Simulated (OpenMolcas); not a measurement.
# CH5Ge (SMILES [CH3][GeH2]) at 6 levels

Aim: a comparison of 6 runs (UHF/3-21G, UHF/def2-TZVP, UB3LYP/6-31G*, U-r2SCAN/def2-TZVP, UBLYP/def2-TZVP, UM06-2X/def2-TZVP) of CH5Ge. 

The calculation is run with OpenMolcas 26.06.

### Step 1. The structure to begin with

CH5Ge has 7 atoms, charge 0, and is taken as a doublet. SMILES: `[CH3][GeH2]`. Geometry: relaxed at PBE0-D4/def2-TZVP.

Bond lengths: C1–Ge2 1.960 Å, C1–H3 1.090 Å, C1–H4 1.090 Å, C1–H5 1.093 Å, Ge2–H6 1.546 Å, Ge2–H7 1.546 Å. Angles: C1–Ge2–H6 111.3°, C1–Ge2–H7 111.3°, Ge2–C1–H3 110.3°, Ge2–C1–H4 110.3°, Ge2–C1–H5 109.7°, H6–Ge2–H7 109.5°, H3–C1–H4 109.0°, H3–C1–H5 108.8°, H4–C1–H5 108.8°.

### Step 2. Energy and gradient at UHF/3-21G (run 1)

The input, calc.input:

```
>>> EXPORT MOLCAS_PRINT=2

&gateway
  baslib=$CurrDir
  basisset
  C.3-21G....
  C1 -0.247600 -0.809300 -0.206400 angstrom
  End of Basis
  basisset
  Ge.3-21G....
  Ge2 0.396000 0.824800 0.663000 angstrom
  End of Basis
  basisset
  H.3-21G....
  H3 -1.153200 -1.166400 0.283800 angstrom
  H4 0.513100 -1.588100 -0.157000 angstrom
  H5 -0.473200 -0.603400 -1.255600 angstrom
  H6 -0.673100 1.940800 0.621200 angstrom
  H7 1.699200 1.333700 0.005300 angstrom
  End of Basis

&seward

&scf
  uhf
  spin=2
  thresholds=1e-10 1e-07 1e-07 1e-05
  prorbitals=1

&alaska
```

The basis set 3-21G is read from a file made from the Basis Set Exchange's data (not shown).

Command:

```bash
$ export MOLCAS_MEM=1860
$ pymolcas calc.input > calc.log
```

The log of the run:

```text
--- Start Module: gateway ---
[...]
--- Stop Module: gateway /rc=_RC_ALL_IS_WELL_ ---
[...]
      Basis functions           41
[...]
--- Start Module: scf ---
[...]
       Convergence after  14 Iterations
[...]
::    Total SCF energy                              -2105.8577792818
[...]
      Total spin, S                                     0.5013588935
[...]
      Total electronic charge=   43.000000
      Total            charge=   -0.000000
[...]
      Dipole Moment (debye):
      Origin of the operator (angstrom)=    0.2882    0.5626    0.5060
                   X= -1.6372E-01               Y= -6.4721E-01               Z=  8.7356E-03           Total=  6.6765E-01
      Quadrupole Moment (debye*angstrom):
[...]
--- Stop Module: scf /rc=_RC_ALL_IS_WELL_ ---
[...]
--- Start Module: alaska ---
[...]
 *              Molecular gradients               *
 **************************************************
  Irreducible representation: a
 ------------------------------------------------------------------------------------------
                              X                       Y                       Z
 ------------------------------------------------------------------------------------------
  C1                1.32910913454598E-03    2.51300828902679E-03    2.17584021916473E-03
  GE2              -9.62207697422279E-04   -4.27767522818989E-03    5.07594514520093E-04
  H3               -4.23179262004147E-03   -2.46834791757244E-04    3.32448310926714E-03
  H4                4.60682044295124E-03   -2.44554871988489E-03    9.62062821412230E-04
  H5               -4.78174612756233E-04    3.40457208785422E-03   -4.99214926490721E-03
  H6               -2.36817591824590E-04    5.67986399219400E-04   -9.66565375494000E-04
  H7               -2.69370554324411E-05    4.84491963744116E-04   -1.01126602392609E-03
 ------------------------------------------------------------------------------------------
--- Stop Module: alaska /rc=_RC_ALL_IS_WELL_ ---
[...]
```

Wall time 3.6 s (1 thread of Intel Xeon Platinum 8259CL at 2.50GHz (Skylake/Cascade Lake), shared host); peak memory 0.37 GiB.

### Step 3. Energy and forces at UHF/def2-TZVP (run 2)

The input, job.inp:

```
>>> EXPORT MOLCAS_PRINT=2
&GATEWAY
BasLib = $CurrDir
BasisSet
C.def2-TZVP....
C1 -0.247600 -0.809300 -0.206400 angstrom
End of Basis
BasisSet
Ge.def2-TZVP....
Ge2 0.396000 0.824800 0.663000 angstrom
End of Basis
BasisSet
H.def2-TZVP....
H3 -1.153200 -1.166400 0.283800 angstrom
H4 0.513100 -1.588100 -0.157000 angstrom
H5 -0.473200 -0.603400 -1.255600 angstrom
H6 -0.673100 1.940800 0.621200 angstrom
H7 1.699200 1.333700 0.005300 angstrom
End of Basis
&SEWARD
&SCF
UHF
Spin = 2
Thresholds = 1e-10 1e-07 1e-07 1e-05
PrOrbitals = 1 1
&ALASKA
```

The basis set def2-TZVP is read from a file made from the Basis Set Exchange's data (not shown).

Command:

```bash
$ export MOLCAS_MEM=1860
$ pymolcas job.inp > job.log
```

The log of the run:

```text
--- Start Module: gateway ---
[...]
--- Stop Module: gateway /rc=_RC_ALL_IS_WELL_ ---
[...]
      Basis functions          109
[...]
--- Start Module: scf ---
[...]
       Convergence after  15 Iterations
[...]
::    Total SCF energy                              -2116.1252239084
[...]
      Total spin, S                                     0.5020154080
[...]
      Total electronic charge=   43.000000
      Total            charge=   -0.000000
[...]
      Dipole Moment (debye):
      Origin of the operator (angstrom)=    0.2882    0.5626    0.5060
                   X= -2.4448E-01               Y= -6.8459E-01               Z= -2.6607E-01           Total=  7.7410E-01
      Quadrupole Moment (debye*angstrom):
[...]
--- Stop Module: scf /rc=_RC_ALL_IS_WELL_ ---
[...]
--- Start Module: alaska ---
[...]
 *              Molecular gradients               *
 **************************************************
  Irreducible representation: a
 ------------------------------------------------------------------------------------------
                              X                       Y                       Z
 ------------------------------------------------------------------------------------------
  C1                2.41994486083952E-03    5.12184120977643E-03    3.84773877917510E-03
  GE2              -1.37589336138699E-03   -3.96896403303693E-03   -1.40709795866023E-03
  H3               -4.30621474705095E-03   -1.11011181808385E-03    2.73018242391143E-03
  H4                4.00601608228879E-03   -3.17189208867985E-03    5.06974025209106E-04
  H5               -9.16471657274265E-04    2.00465490990013E-03   -5.31235903208138E-03
  H6               -9.77666774756969E-04    8.50521854859565E-04    8.76225825054073E-05
  H7                1.15028559738217E-03    2.73949965299725E-04   -4.53060820166939E-04
 ------------------------------------------------------------------------------------------
--- Stop Module: alaska /rc=_RC_ALL_IS_WELL_ ---
[...]
```

Run time: 26 s. Hardware: 1 thread of Intel Xeon Platinum 8259CL at 2.50GHz (Skylake/Cascade Lake), shared host; peak memory 0.64 GiB.

Runs 3 to 4 aren't shown in full; the table further down has their settings and results.

### Step 4. Energy and forces at UBLYP/def2-TZVP (run 5)

The input, mol.input:

```
&GATEWAY
  BasLib
  $CurrDir
  Coord
  7
  angstrom
  C       -0.247600      -0.809300      -0.206400
  Ge       0.396000       0.824800       0.663000
  H       -1.153200      -1.166400       0.283800
  H        0.513100      -1.588100      -0.157000
  H       -0.473200      -0.603400      -1.255600
  H       -0.673100       1.940800       0.621200
  H        1.699200       1.333700       0.005300
  Basis
  def2-TZVP
  Group
  NoSym

&SEWARD
  GridInput
  Grid=UltraFine
  End of Grid

&SCF
  UHF
  Spin
  2
  KSDFT
  BLYP
  Thresholds
  1e-10 1e-07 1e-07 1e-05
  PrOrbitals
  1 1

&ALASKA
```

The basis set def2-TZVP is read from a file made from the Basis Set Exchange's data (not shown).

Command:

```bash
$ export MOLCAS_MEM=1860
$ pymolcas mol.input > mol.log
```

The log of the run:

```text
--- Start Module: gateway ---
[...]
--- Stop Module: gateway /rc=_RC_ALL_IS_WELL_ ---
[...]
      Basis functions          109
[...]
--- Start Module: scf ---
[...]
       Convergence after  16 Iterations
[...]
::    Total KS-DFT energy                           -2118.1077844677
[...]
      Total spin, S                                     0.5004792352
[...]
      Total electronic charge=   43.000000
      Total            charge=   -0.000000
[...]
      Dipole Moment (debye):
      Origin of the operator (angstrom)=    0.2882    0.5626    0.5060
                   X= -2.7384E-01               Y= -7.5255E-01               Z= -3.1202E-01           Total=  8.5947E-01
      Quadrupole Moment (debye*angstrom):
[...]
--- Stop Module: scf /rc=_RC_ALL_IS_WELL_ ---
[...]
--- Start Module: alaska ---
[...]
 *              Molecular gradients               *
 **************************************************
  Irreducible representation: a
 ------------------------------------------------------------------------------------------
                              X                       Y                       Z
 ------------------------------------------------------------------------------------------
  C1                2.11696199340983E-03    5.37428855506228E-03    2.53349462477548E-03
  GE2              -2.88700851841028E-03   -3.48415416143943E-03   -7.71605441115852E-03
  H3                2.93475256161546E-03    1.35092371574164E-03   -1.35962000024015E-03
  H4               -2.32910626706317E-03    2.72031737017553E-03    4.44162970369977E-06
  H5                8.35998927481763E-04   -5.48153500156162E-04    3.71640830946252E-03
  H6                3.23323593443003E-03   -3.60631981568194E-03    4.79310021834586E-04
  H7               -3.90483463146030E-03   -1.80690216370261E-03    2.34201982558035E-03
 ------------------------------------------------------------------------------------------
--- Stop Module: alaska /rc=_RC_ALL_IS_WELL_ ---
[...]
```

It took 81 s on 1 thread of Intel Xeon Platinum 8259CL at 2.50GHz (Skylake/Cascade Lake), shared host; peak memory 0.64 GiB.

### Step 5. The energy at UM06-2X/def2-TZVP (run 6)

The input, coord.xyz:

```xyz
7

C     -0.247600    -0.809300    -0.206400
Ge     0.396000     0.824800     0.663000
H     -1.153200    -1.166400     0.283800
H      0.513100    -1.588100    -0.157000
H     -0.473200    -0.603400    -1.255600
H     -0.673100     1.940800     0.621200
H      1.699200     1.333700     0.005300
```

The input, mol.inp:

```
* CH5Ge Kohn-Sham DFT

&GATEWAY
  BasLib = $CurrDir
  Coord = coord.xyz
  Basis = def2-TZVP
  Group = NoSym

&SEWARD
  GridInput
  Grid=UltraFine
  End of Grid

&SCF
  UHF
  Spin = 2
  KSDFT = M062X
  Thresholds = 1e-10 1e-07 1e-07 1e-05
  PrOrbitals = 0
```

The basis set def2-TZVP is read from a file made from the Basis Set Exchange's data (not shown).

Command:

```bash
$ export MOLCAS_MEM=1860
$ pymolcas mol.inp > mol.log
```

The log of the run:

```text
--- Start Module: gateway ---
[...]
--- Stop Module: gateway /rc=_RC_ALL_IS_WELL_ ---
--- Start Module: seward ---
[...]
      Basis functions          109
--- Stop Module: seward /rc=_RC_ALL_IS_WELL_ ---
[...]
--- Start Module: scf ---
[...]
       Convergence after  14 Iterations
[...]
::    Total KS-DFT energy                           -2118.0602588104
[...]
      Total spin, S                                     0.5012256830
[...]
      Total electronic charge=   43.000000
      Total            charge=   -0.000000
[...]
      Dipole Moment (debye):
      Origin of the operator (angstrom)=    0.2882    0.5626    0.5060
                   X= -2.2557E-01               Y= -6.5369E-01               Z= -2.2356E-01           Total=  7.2675E-01
      Quadrupole Moment (debye*angstrom):
[...]
--- Stop Module: scf /rc=_RC_ALL_IS_WELL_ ---
[...]
```

It took 90 s on 1 thread of Intel Xeon Platinum 8259CL at 2.50GHz (Skylake/Cascade Lake), shared host; peak memory 0.64 GiB.

### Step 6. Overview of the runs

```
run                                level  integration grid      task   energy (Eh)  dipole moment (D)  HOMO energy (eV)  LUMO energy (eV)  wall time
  1                            UHF/3-21G                 –  gradient  -2105.857779               0.67             -8.32              1.35      3.6 s
  2                        UHF/def2-TZVP                 –  gradient  -2116.125224               0.77             -8.57              1.48       26 s
  3  UB3LYP/6-31G* (spherical functions)         UltraFine  gradient  -2117.829803               0.93             -5.47             -2.69       30 s
  4                   U-r2SCAN/def2-TZVP         UltraFine    energy  -2118.047517               0.87             -5.14             -2.90       89 s
  5                      UBLYP/def2-TZVP         UltraFine  gradient  -2118.107784               0.86             -4.56             -3.39       81 s
  6                    UM06-2X/def2-TZVP         UltraFine    energy  -2118.060259               0.73             -6.82             -2.37       90 s
```

### Step 7. Outcome

| quantity | value |
| --- | --- |
| run 6: total energy | -2118.06026 Eh |
| run 6: dipole moment | 0.73 D |
| run 6: HOMO energy (highest over α and β) | -6.82 eV |
| run 6: LUMO energy (lowest over α and β) | -2.37 eV |
| run 6: ⟨S²⟩ | 0.752 |

The dipole moment (its size) runs from 0.67 D (UHF/3-21G) to 0.93 D (UB3LYP/6-31G*). The two ends differ in method and basis. Totals of different functionals can't be ranked against each other. All runs together took 5.3 min, the longest 90 s.
